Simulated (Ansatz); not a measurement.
**Al7As7 zinc blende off sphere (Al7As7): geometry, orbitals and charge**

What does Al7As7 zinc blende off sphere (Al7As7) look like as a singlet, and where do its frontier electrons sit?

Program: Ansatz 0.2.0, Gaussian basis. Level of theory: RKS PBE0-D4/def2-TZVP. These are calculated values, not measurements.

Levels to be run: relaxation at PBE-D4/def2-SVP; a single point at PBE0-D4/def2-TZVP.

## 1. The starting structure

14 atoms, charge 0, spin multiplicity 1.

Atoms are counted from 1 here; the program's logs count them from 0.

Bond lengths: Al1–Al5 2.737 Å, Al1–Al7 2.732 Å, Al1–As9 2.436 Å, Al2–As8 2.342 Å, Al2–As11 2.492 Å, Al2–As12 2.421 Å, Al3–As9 2.456 Å, Al3–As11 2.381 Å, Al3–As13 2.683 Å, Al4–As8 2.345 Å, Al4–As9 2.557 Å, Al4–As14 2.640 Å, Al5–As10 2.375 Å, Al5–As14 2.364 Å, Al6–As12 2.459 Å, Al6–As13 2.586 Å, Al6–As14 2.480 Å, Al7–As10 2.358 Å and more. Angles: Al5–Al1–Al7 56.4°, Al5–Al1–As9 147.0°, Al7–Al1–As9 148.3°, As8–Al2–As11 139.0°, As8–Al2–As12 149.8°, As11–Al2–As12 69.0°, As9–Al3–As11 144.9°, As9–Al3–As13 115.5°, As11–Al3–As13 99.6°, As8–Al4–As9 124.3°, As8–Al4–As14 108.0°, As9–Al4–As14 127.7°, Al1–Al5–As10 111.3°, Al1–Al5–As14 83.7°, As10–Al5–As14 154.9°, As12–Al6–As13 101.3°, As12–Al6–As14 117.3°, As13–Al6–As14 141.4° and more.

The start is a GFN2-xTB geometry.

## 2. Optimising with PBE-D4/def2-SVP

in.yaml reads:

```yaml
crystal:
  periodic: [false, false, false]
  atoms:
    - {symbol: Al, position_ang: [0.451870, -2.047380, 0.374360]}
    - {symbol: Al, position_ang: [-1.947830, 1.794830, -1.281370]}
    - {symbol: Al, position_ang: [-0.109220, -0.406370, -1.963850]}
    - {symbol: Al, position_ang: [-2.018800, -0.545460, 0.029340]}
    - {symbol: Al, position_ang: [0.976260, -0.817590, 2.762720]}
    - {symbol: Al, position_ang: [0.453740, 0.902960, 0.329280]}
    - {symbol: Al, position_ang: [2.892820, -1.017530, 1.043220]}
    - {symbol: As, position_ang: [-3.897100, 0.751250, -0.509550]}
    - {symbol: As, position_ang: [-1.191170, -2.526240, -1.359160]}
    - {symbol: As, position_ang: [3.259470, -1.052890, 3.371860]}
    - {symbol: As, position_ang: [-0.349080, 1.623040, -3.185000]}
    - {symbol: As, position_ang: [0.078190, 3.039590, -0.828420]}
    - {symbol: As, position_ang: [2.397100, -0.089770, -1.058940]}
    - {symbol: As, position_ang: [-0.996260, 0.391540, 2.275500]}
basis:
  gaussian: {orbitals: def2-SVP}
hamiltonian: {xc: pbe, dispersion: d4}
scf: {lower_state_search: "off"}
output: {orbitals: {seedname: orbitals}}
relax: {f_tol: 0.03, max_steps: 70}
```

On the command line:

```sh
ansatz run in.yaml --threads 2 --pin off --events-out ev --progress --plain --max-ram 32768MiB --backend cuda --devices 0, --max-vram 18GiB
```

The runs that follow: Single point, PBE0-D4/def2-TZVP.

Q: Predict the results of all the runs planned. Wanted: point group; commonest bond; HOMO, LUMO at PBE0-D4/def2-TZVP; dipole at PBE-D4/def2-SVP.

**Answer**, as computed:

```
                       quantity                             value
                    point group                                C1
                 commonest bond  Al–As, 18 of mean length 2.457 Å
HOMO, LUMO at PBE0-D4/def2-TZVP                   -5.57, -3.60 eV
      dipole at PBE-D4/def2-SVP                            1.11 D
```

In words: The relaxation broke 3 and made 2 bonds, so the end is another structure than the start. No usable vibrations, so a minimum isn't proven. The HOMO lies nearest to As10 28 %; Al1, Al5 about 14 % each and the LUMO to Al3, Al4 about 15 % each; Al2, Al6 about 9 % each. Whether this spin is the lowest isn't tested here. The point group is read from a loosely relaxed geometry; soft torsions can leave it below the true symmetry.
